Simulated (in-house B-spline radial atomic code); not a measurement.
**Nd⁶⁺: ionisation energy by several methods**

One table from this session's results is given with a row withheld; the runs are named, their logs left out.

The numbers are computed with in-house B-spline radial atomic code version 1 (non-relativistic, several functionals, spin-polarised; spherical all-electron atom at the radial basis limit), except any that are marked as measured or tabulated.

### Starting point

| Quantity | Value |
| --- | --- |
| element | neodymium (Z = 60) |
| charge | +6 |
| electrons | 54 |
| configuration | [Kr] 4d10 4f2 5s2 5p4 |
| nucleus | point |

Outer shells as boxes (Hund's rule):

[Kr] 4d10 4f2 5s2 5p4
```
[Kr] core
4d [↑↓][↑↓][↑↓][↑↓][↑↓]
4f [↑ ][↑ ][  ][  ][  ][  ][  ]
5s [↑↓]
5p [↑↓][↑ ][↑ ]
```

Where spins are not typed, each open shell is filled with up spins first.

The first run:

The run's settings:

```ini
Z = 60
electrons = 54.0
configuration = [Kr] 4d10 4f2 5s2 5p4
hamiltonian = nr
method = lda,vwn
spin_polarised = True
```

Steps of the session up to this table: LDA (VWN5); RPBE; M06-L; BLYP; Hartree-Fock; LDA (PW92).

One of the session's tables, all rows but one given; the rest of the session is left out.

| method | ΔSCF (eV) |
| --- | --- |
| LDA (VWN5) | 94.975 |
| LDA (PW92) | 94.975 |
| RPBE | ? |
| BLYP | 94.438 |
| M06-L | 93.647 |
| Hartree-Fock | 92.615 |

**Question.** Estimate the row for RPBE.

As computed: ΔSCF (eV): 94.081. In the column «ΔSCF (eV)» it lies between M06-L (93.647) and BLYP (94.438).

Caveats from the session: These runs leave out relativity, which matters at this nuclear charge.
